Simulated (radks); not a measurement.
**Nuclear size and the levels of In²⁺**

The task here is to estimate one member of a computed series from the others.

The numbers are computed with radks (a radial shooting solver on a logarithmic mesh, Libxc functionals) version 1 (Dirac Kohn-Sham, LDA (Slater exchange, Perdew-Wang correlation), spin-unpolarised, spherical densities, finite nucleus), except any that are marked as measured or tabulated.

### What is computed

* element: indium (Z = 49)
* charge: +2
* electrons: 47
* configuration: [Kr] 4d10 5s1
* nuclear rms radius: 4.6156 fm

Outer shells as boxes (Hund's rule):

In²⁺
```
[Kr] core
4d [↑↓][↑↓][↑↓][↑↓][↑↓]
5s [↑ ]
```

The first run:

The run's settings:

```text
Z 49
configuration [Kr] 4d10 5s1 5p0 6s0
relativity Dirac
functional lda,pw
spin unpolarised
j_filling average
nucleus finite rms 4.6156 fm
c 137.035999084
```

Among the steps run: rms radius 4.6156 fm.

One of the session's tables, all rows but one given; the rest of the session is left out.

Sizes of the orbitals, from the radial functions (bohr):

```
level     <r>  outermost maximum (interpolated)  90 % within  nodes
4p1/2  0.9003                             0.798         1.33      2
4p3/2  0.9311                             0.823         1.37      2
4d3/2   1.158                             0.925         1.81      1
4d5/2       ?                                 ?            ?      ?
5s1/2   2.322                              2.04         3.37      4
5p1/2   2.743                              2.38         4.02      3
5p3/2   2.826                              2.46         4.14      3
6s1/2   5.249                              4.93         7.47      5
```

Q: Estimate the row for 4d5/2 from the others.

As computed: <r>: 1.174; outermost maximum (interpolated): 0.935; 90 % within: 1.84; nodes: 1. In the column «<r>» it lies between 4d3/2 (1.158) and 5s1/2 (2.322).
